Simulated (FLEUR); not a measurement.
# HfSiO4 (Hafnon) (I4_1/amd) in FLEUR: equation of state with PBE

Aim: the equation of state of HfSiO4 (Hafnon) with PBE.

All numbers are computed with FLEUR MaX-R8.1 (later development tree); they aren't measurements. Logs are shortened: lines on timing, memory, paths and dates and some standing lists are left out, and cuts for length are marked.

### Step 1. The undisturbed crystal

It takes space group I4_1/amd (No. 141, tetragonal). The conventional cell has a = 6.572 Å, b = 6.572 Å, c = 5.963 Å, α = 90.00°, β = 90.00°, γ = 90.00°. Around Hf (site symmetry -4m2) lie 8 O at 2.11 to 2.26 Å. Si (site symmetry -4m2) has 4 O at 1.62 Å as nearest neighbours. O (site symmetry m) has 1 Si at 1.62 Å as nearest neighbours.

### Step 2. Equation of state, PBE, 10.09 Å³/atom (volume scaled by 0.94)

Input file inp.xml:

```xml
<?xml version="1.0" encoding="UTF-8" standalone="no"?>
<fleurInput fleurInputVersion="0.39">
   <comment>
      HfSiO4                                                                                              
   </comment>
   <calculationSetup>
      <cutoffs Kmax="6.3" Gmax="19.5" GmaxXC="19.5" numbands="0"/>
      <scfLoop itmax="60" minDistance="0.00001" maxIterBroyd="15" imix="Anderson" alpha="0.05" precondParam="0.0" spinf="2.0" sdNocoIR="T"/>
      <coreElectrons ctail="T" frcor="F" kcrel="0" coretail_lmax="0"/>
      <xcFunctional name="pbe" relativisticCorrections="F"/>
      <magnetism jspins="1"/>
      <soc l_soc="F" theta="0.0" phi="0.0" spav="F"/>
      <expertModes spex="0" secvar="F"/>
      <geometryOptimization l_f="F" forcealpha="1.0" forcemix="BFGS" epsdisp="0.0005" epsforce="0.0002"/>
      <ldaU l_linMix="F" mixParam="0.05" spinf="1.0"/>
   </calculationSetup>
   <cell>
      <bzIntegration valenceElectrons="124.0" mode="hist" fermiSmearingEnergy="0.00183747">
         <kPointListSelection listName="default-1"/>
         <!-- k-points included here -->
         <xi:include xmlns:xi="http://www.w3.org/2001/XInclude" href="kpts.xml"> </xi:include>
      </bzIntegration>
      <!-- symmetry operations included here -->
      <xi:include xmlns:xi="http://www.w3.org/2001/XInclude" href="sym.xml"> </xi:include>
      <bulkLattice scale="0.9795861087">
         <bravaisMatrix>
            <row-1>   -6.2101124769667493     6.2101124769667493     5.6344074131073594</row-1>
            <row-2>    6.2101124769667493    -6.2101124769667493     5.6344074131073594</row-2>
            <row-3>    6.2101124769667493     6.2101124769667493    -5.6344074131073594</row-3>
         </bravaisMatrix>
      </bulkLattice>
   </cell>
[... 41 lines left out ...]
         <lo type="SCLO" l="0" n="2" eDeriv="2"/>
         <lo type="SCLO" l="1" n="2" eDeriv="2"/>
         <lo type="SCLO" l="2" n="3" eDeriv="2"/>
      </species>
   </atomSpecies>
   <atomGroups>
      <atomGroup species="Hafnium (Hf)">
         <relPos label="                   1">1.000/8.000 -1.000/8.000 -1.000/4.000</relPos>
         <relPos label="                   2">-1.000/8.000 1.000/8.000 1.000/4.000</relPos>
         <force calculate="T" relaxXYZ="TTT"/>
      </atomGroup>
      <atomGroup species="Silicon (Si)">
         <relPos label="                   3">-3.000/8.000 3.000/8.000 -1.000/4.000</relPos>
         <relPos label="                   4">3.000/8.000 -3.000/8.000 1.000/4.000</relPos>
         <force calculate="T" relaxXYZ="TTT"/>
      </atomGroup>
      <atomGroup species="Oxygen (O)">
         <relPos label="                   5">-.1948000000 .3707000000 -.4345000000</relPos>
         <relPos label="                   6">.3707000000 -.1948000000 .0655000000</relPos>
         <relPos label="                   7">-.1948000000 -.2603000000 -.0655000000</relPos>
         <relPos label="                   8">-.2603000000 -.1948000000 .4345000000</relPos>
         <relPos label="                   9">.1948000000 .2603000000 .0655000000</relPos>
         <relPos label="                  10">-.3707000000 .1948000000 -.0655000000</relPos>
         <relPos label="                  11">.1948000000 -.3707000000 .4345000000</relPos>
         <relPos label="                  12">.2603000000 .1948000000 -.4345000000</relPos>
         <force calculate="T" relaxXYZ="TTT"/>
      </atomGroup>
   </atomGroups>
   <output dos="F" band="F" slice="F">
      <checks vchk="F" cdinf="F"/>
      <bandDOS minEnergy="-.5*Htr" maxEnergy="0.5*Htr" sigma="0.015" storeEVData="T"/>
      <vacuumDOS vacdos="F" integ="F" star="F" nstars="0" locx1="0.0" locy1="0.0" locx2="0.0" locy2="0.0" nstm="0" tworkf="0.0"/>
      <unfoldingBand unfoldBand="F" supercellX="1" supercellY="1" supercellZ="1"/>
      <plotting iplot="0" polar="F">
         <plot TwoD="T" vec1="  1.0  0.0  0.0" vec2="  0.0  1.0  0.0" vec3="  0.0  0.0  1.0" zero="  0.0  0.0  0.0" file="plot"/>
      </plotting>
      <chargeDensitySlicing numkpt="0" minEigenval="0.0" maxEigenval="0.0" nnne="0" pallst="F"/>
      <specialOutput eonly="F"/>
      <moessbauerParams electricFieldGradient="T" isomerShift="T" coreHyperfine="T" valenceHyperfine="T"/>
      <magneticCircularDichroism mcd="F" energyLo="-10.0" energyUp="0.0"/>
   </output>
  <!-- We include the file relax.xml here to enable relaxations (see documentation) -->
  <xi:include xmlns:xi="http://www.w3.org/2001/XInclude" href="relax.xml"> <xi:fallback/> </xi:include>
</fleurInput>
```

Potentials or basis: all-electron, FLAPW.

Started as:

```
$ inpgen -f crystal.txt -profile fastHighL
$ # inp.xml edited to the form shown
$ mpirun -n 4 fleur_MPI -pe_per_kpt 1
```

The program printed:

```text
Welcome to FLEUR        (www.flapw.de)
      MaX-Release 8.1          (www.max-centre.eu)

 ========== k-point set info ==========
 Selected k-point list: default-1
 k-point list type: mesh
 6 x 6 x 6
 Number of k points: 30

 ------------Calculation Setup---------------------------
 Number of MPI-tasks      :            4
 Number of PE/node        :            4
 Number of OMP-threads    :            1
 Using exactly            1  PE per kpt
 Using exactly            1  PE per kpt
 Using exactly            1  PE per kpt
 Using exactly            1  PE per kpt
 k-points in parallel     :            4
 pe's per k-point         :            1
 No of k-point loops      :            7
 Info/Warning             : your k-point parallelism is not fully load-balanced
 Eigenvalue solver        :       lapack
 Number of basis functions:         3806
 Approximate size of matrices (H+S) per k-point:         0.216 GB
 --------------------------------------------------------
 Iteration:     1   Distance:      32.04512788 me/bohr^3
 Iteration:     2   Distance:      27.79593443 me/bohr^3
 Iteration:     3   Distance:       9.61441370 me/bohr^3
 Iteration:     4   Distance:       7.93266198 me/bohr^3
 Iteration:     5   Distance:       4.64208426 me/bohr^3
 Iteration:     6   Distance:       0.86921939 me/bohr^3
 Iteration:     7   Distance:       0.53358269 me/bohr^3
 Iteration:     8   Distance:       0.14545903 me/bohr^3
 Iteration:     9   Distance:       0.11794757 me/bohr^3
 Iteration:    10   Distance:       0.03712829 me/bohr^3
 Iteration:    11   Distance:       0.01509837 me/bohr^3
 Iteration:    12   Distance:       0.00703382 me/bohr^3
 Iteration:    13   Distance:       0.00090642 me/bohr^3
 Iteration:    14   Distance:       0.00117573 me/bohr^3
 Iteration:    15   Distance:       0.00016210 me/bohr^3
 Iteration:    16   Distance:       0.00013947 me/bohr^3
 Iteration:    17   Distance:       0.00006802 me/bohr^3
 Iteration:    18   Distance:       0.00002237 me/bohr^3
 Iteration:    19   Distance:       0.00000706 me/bohr^3

 ********************************************************************
 Run finished successfully
 Stop message:
   all done
 ********************************************************************
```

Run time: 38 min. Hardware: 4 MPI ranks of Arm Neoverse V2, shared host.

What came out:

```yaml
Free_energy: -853854.7046 eV
Band_gap_on_the_k_mesh: 5.76 eV, indirect (least direct gap 6.15 eV)
Valence_electrons_inside_the_program's_atomic_spheres: Hf 22.65; Si 8.71; O 4.17 (radii Hf 2.14, Si 1.47, O 1.28 bohr)
```

Caveat: spin-orbit coupling is left out, which moves the levels of the heavy elements.
